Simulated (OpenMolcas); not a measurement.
**Rh³⁺ among point charges: CASSCF and CASPT2 levels and susceptibility**

Aim: the splitting of the states of Rh³⁺ in the field of 2 point charges, its lowest levels with spin-orbit coupling and its magnetic susceptibility.

Program: OpenMolcas 26.06. Level of theory: state-averaged CASSCF and CASPT2, spin-orbit coupling by RASSI with atomic mean-field integrals. These are calculated values, not measurements, unless marked.

## Step 1: What is computed

```
Species                           : Rh³⁺ (rhodium, Z = 45, 42 electrons)
Basis                             : ANO-RCC-VDZP [6s5p3d1f], 43 functions
Scalar Hamiltonian                : DKH2, point nucleus
Inactive shells                   : 1s 2s 2p 3s 3p 3d 4s 4p
Active space                      : 6 electrons in 5 orbitals (4d)
Some configurations of this space : 4d⁶
Orbitals                          : optimised for each spin and parity, averaged over all roots
```

Outer shells as boxes (Hund's rule):

4d6
```
4d [↑↓][↑ ][↑ ][↑ ][↑ ]
```

The ion sits among 2 point charges of -2.5 e arranged as a linear pair (D∞h), 1.89 Å from the ion.

Each step is its own input file, run in one work folder so that later steps find the files of earlier ones. Labels, J, g values, rates, χT and fits are worked out afterwards by a script from the matrices that RASSI stores. The input lists half of the charges; inversion (Group=XYZ) makes the rest.

## Step 2: Basis and integrals

File a.inp:

```
&GATEWAY
Coord
1

Rh 0.0 0.0 0.0
Basis=ANO-RCC-VDZP
Group=XYZ
NoMove
AngMom=0.0 0.0 0.0
AMFI
XField
1 Angstrom 0
0.000000 0.000000 1.890000 -2.500000
&SEWARD
```

Run with:

```sh
$ OMP_NUM_THREADS=1 MOLCAS_MEM=1689 MOLCAS_PROJECT=a pymolcas a.inp > a.log
```

## Step 3: Reference wave functions, quintets of even parity, 5 roots

File a.inp:

```
&RASSCF
FileOrb=start.orb
Symmetry=1
Spin=5
nActEl=6 0 0
Inactive=9 9
Ras2=5 0
CIRoot=5 5 1
SDav=5
CIMx=300
Iter=120 100
PrWF=0.3
OrbListing=Nothing
MaxOrb=0
>>> COPY $Project.JobIph JOB001
```

start.orb holds the contracted functions of the basis, ordered by shell, or the orbitals of the step before.

## Step 4: CASSCF: triplets of even parity, 45 roots

File a.inp:

```
&RASSCF
FileOrb=start.orb
Symmetry=1
Spin=3
nActEl=6 0 0
Inactive=9 9
Ras2=5 0
CIRoot=45 45 1
SDav=45
CIMx=300
Iter=120 100
PrWF=0.3
OrbListing=Nothing
MaxOrb=0
>>> COPY $Project.JobIph JOB002
```

## Step 5: CASSCF: singlets of even parity, 50 roots

File a.inp:

```
&RASSCF
FileOrb=start.orb
Symmetry=1
Spin=1
nActEl=6 0 0
Inactive=9 9
Ras2=5 0
CIRoot=50 50 1
SDav=50
CIMx=300
Iter=120 100
PrWF=0.3
OrbListing=Nothing
MaxOrb=0
>>> COPY $Project.JobIph JOB003
```

## Step 6: State interaction with spin-orbit coupling

File a.inp:

```
&RASSI
NrOfJobIphs=3 5 45 50
1 2 3 4 5
1 2 3 4 5 6 7 8 9 10 11 12 13 14 15 16 17 18 19 20 21 22 23 24 25 26 27
28 29 30 31 32 33 34 35 36 37 38 39 40 41 42 43 44 45
1 2 3 4 5 6 7 8 9 10 11 12 13 14 15 16 17 18 19 20 21 22 23 24 25 26 27
28 29 30 31 32 33 34 35 36 37 38 39 40 41 42 43 44 45 46 47 48 49 50
IphNames
JOB001
JOB002
JOB003
EJob
SpinOrbit
DIPRint=1.0
SOCoupling=1000.0
Subsets=2
Property=9
'ANGMOM' 1 'ANGMOM' 2 'ANGMOM' 3 'MLTPL  1' 1 'MLTPL  1' 2 'MLTPL  1' 3
'AMFI' 1 'AMFI' 2 'AMFI' 3
SOProperty=3
'ANGMOM' 1 'ANGMOM' 2 'ANGMOM' 3
```

## Step 7: CASPT2: IPEA 0.25, imaginary shift 0.1 (closed shells correlated: 4s 4p)

File a.inp:

```
>>> COPY JOB001 $Project.JobIph
&CASPT2
Multistate=5 1 2 3 4 5
NoMult
Frozen=8 6
IPEA=0.25
Imaginary=0.1
MaxIter=60
WThr=0.0 0.3 0.05
PrWF=0.5
NoMix
>>> COPY JOB002 $Project.JobIph
&CASPT2
Multistate=45 1 2 3 4 5 6 7 8 9 10 11 12 13 14 15 16 17 18 19 20 21 22
23 24 25 26 27 28 29 30 31 32 33 34 35 36 37 38 39 40 41 42 43 44 45
NoMult
Frozen=8 6
IPEA=0.25
Imaginary=0.1
MaxIter=60
WThr=0.0 0.3 0.05
PrWF=0.5
NoMix
>>> COPY JOB003 $Project.JobIph
&CASPT2
Multistate=50 1 2 3 4 5 6 7 8 9 10 11 12 13 14 15 16 17 18 19 20 21 22
23 24 25 26 27 28 29 30 31 32 33 34 35 36 37 38 39 40 41 42 43 44 45 46
47 48 49 50
NoMult
Frozen=8 6
IPEA=0.25
Imaginary=0.1
MaxIter=60
WThr=0.0 0.3 0.05
PrWF=0.5
NoMix
```

(Steps that only read results are left out.)

Q: Predict the outcome of this session. Wanted: spin-free ground state; first state of the same spin within the active space; lowest level; next level.

**Answer**, as computed:

| quantity | value |
| --- | --- |
| method | SS-CASPT2, IPEA 0.25, imaginary shift 0.1 (closed shells correlated: 4s 4p) |
| spin-free ground state | 5Delta, 2-fold in its orbital part |
| first state of the same spin within the active space | 5Pi at 18300 cm⁻¹ |
| lowest level | 2-fold, g = 0.00, 0.00, 11.98 |
| next level | 732.5 cm⁻¹ |
| χT at 300 K | 5.00 cm³ K/mol |
| effective moment at 300 K | 6.32 μB |

Cost by method:

```csv
method,time of its own steps,time with the reference
A. CASSCF,18 s,18 s
"B. SS-CASPT2, IPEA 0.25, imaginary shift 0.1, +4s 4p",4.3 s,22 s
```

Times are of one thread on a shared host.

**Reading.** The spin-free ground state (5Delta) comes to 100 % from free-ion D terms and keeps the highest spin of the shell. χT at 300 K is 5.00, against 3.01 cm³ K/mol for the spin alone, so orbital moment adds to it. An active space of the d shell alone favours high spin; real ions in strong fields can be low spin. CASPT2 does not keep the components of a term degenerate, and the means are used. The field of point charges can differ much from that of real complexes. With metal d orbitals alone active, the gaps between spin states are rough; where two lie within a few thousand cm-1, their order is open. This is an electrostatic model: the charges have no orbitals.
